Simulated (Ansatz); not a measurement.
**C2H7NOSn: up Jacob's ladder to CCSD(T)**

An exercise on one series of results from a longer session: the logs are not shown, and one member is left open.

Program: Ansatz 0.2.0, Gaussian basis. Level of theory: functionals in def2-TZVPP, the program's frozen cores in correlated methods. These are calculated values, not measurements.

Plan: PBE-D4, r2SCAN-D4, PBE0-D4, B3LYP-D4, ωB97X-V, ωB97M-V, B2PLYP; CCSD(T)/def2-TZVPP; MP2/def2-QZVPP; extrapolation to the limit.

### The geometry

All runs share one geometry, relaxed beforehand with PBE0-D4 in a triple-zeta def2 set. Sn takes the def2 core potential; no spin-orbit term is included.

SMILES `[CH3][SnH2][O]C=N`, 12 atoms, charge 0, spin multiplicity 1.

Atoms are counted from 1 here; the program's logs count them from 0.

Bond lengths: C1–Sn2 2.126 Å, C1–H6 1.089 Å, C1–H7 1.090 Å, C1–H8 1.090 Å, Sn2–O3 2.011 Å, Sn2–H9 1.700 Å, Sn2–H10 1.707 Å, O3–C4 1.327 Å, C4–N5 1.265 Å, C4–H11 1.093 Å, N5–H12 1.021 Å. Angles: Sn2–C1–H6 109.3°, Sn2–C1–H7 109.4°, Sn2–C1–H8 110.2°, H6–C1–H7 109.2°, H6–C1–H8 109.3°, H7–C1–H8 109.3°, C1–Sn2–O3 106.0°, C1–Sn2–H9 115.1°, C1–Sn2–H10 114.1°, O3–Sn2–H9 100.0°, O3–Sn2–H10 107.4°, H9–Sn2–H10 112.7°, Sn2–O3–C4 122.1°, O3–C4–N5 130.9°, O3–C4–H11 111.1°, N5–C4–H11 118.0°, C4–N5–H12 113.1°.

The first run:

in.yaml reads:

```yaml
crystal:
  periodic: [false, false, false]
  atoms:
    - {symbol: C, position_ang: [-0.750303, 1.440929, 0.896166]}
    - {symbol: Sn, position_ang: [1.021668, 0.298276, 0.622268]}
    - {symbol: O, position_ang: [0.414899, -1.560509, 0.154364]}
    - {symbol: C, position_ang: [-0.221140, -1.831148, -0.978715]}
    - {symbol: N, position_ang: [-0.467491, -1.103495, -1.984112]}
    - {symbol: H, position_ang: [-1.327566, 1.018651, 1.718008]}
    - {symbol: H, position_ang: [-1.346627, 1.408679, -0.015087]}
    - {symbol: H, position_ang: [-0.499170, 2.476525, 1.126923]}
    - {symbol: H, position_ang: [1.896708, -0.025069, 2.042895]}
    - {symbol: H, position_ang: [2.014196, 0.848529, -0.653257]}
    - {symbol: H, position_ang: [-0.568348, -2.867880, -0.997308]}
    - {symbol: H, position_ang: [-0.089825, -0.158589, -1.898045]}
basis:
  gaussian: {orbitals: def2-TZVPP}
hamiltonian: {xc: pbe, dispersion: d4}
output: {forces: true, orbitals: {seedname: orbitals}}
```

On the command line:

```
$ ansatz run in.yaml --threads 4 --pin off --events-out ev --progress --plain --max-ram 10444MiB
```

Steps of the session up to this table: PBE-D4 (GGA); r2SCAN-D4 (meta-GGA); PBE0-D4 (hybrid); B3LYP-D4 (hybrid); ωB97X-V (range-separated); ωB97M-V (range-separated); B2PLYP (double hybrid); CCSD(T) in def2-TZVPP; MP2 in def2-QZVPP.

One table of the session follows, with a row left open; its other results are not shown here.

It belongs to the step «Atomisation energies». 

| method | atoms, summed (eV) | atomisation energy (kJ/mol) |
| --- | --- | --- |
| PBE-D4 | -11507.162 | 4325.3 |
| r2SCAN-D4 | -11514.106 | 4224.8 |
| PBE0-D4 | -11508.760 | 4219.5 |
| B3LYP-D4 | -11517.539 | 4227.5 |
| ωB97X-V | -11512.481 | 4247.0 |
| ωB97M-V | -11511.168 | 4234.2 |
| B2PLYP | -11505.276 | 4176.3 |
| HF/def2-TZVPP | -11468.019 | 2906.6 |
| MP2/def2-TZVPP | -11485.254 | 4160.8 |
| CCSD/def2-TZVPP | -11487.171 | 4041.1 |
| CCSD(T)/def2-TZVPP | ? | ? |
| MP2/CBS | -11497.028 | 4284.1 |
| CCSD(T)/CBS | -11499.357 | 4241.9 |

**Question.** Estimate the row for CCSD(T)/def2-TZVPP.

As computed: atoms, summed (eV): -11487.583; atomisation energy (kJ/mol): 4118.6. In the column «atoms, summed (eV)» it lies between MP2/CBS (-11497.028) and CCSD/def2-TZVPP (-11487.171).
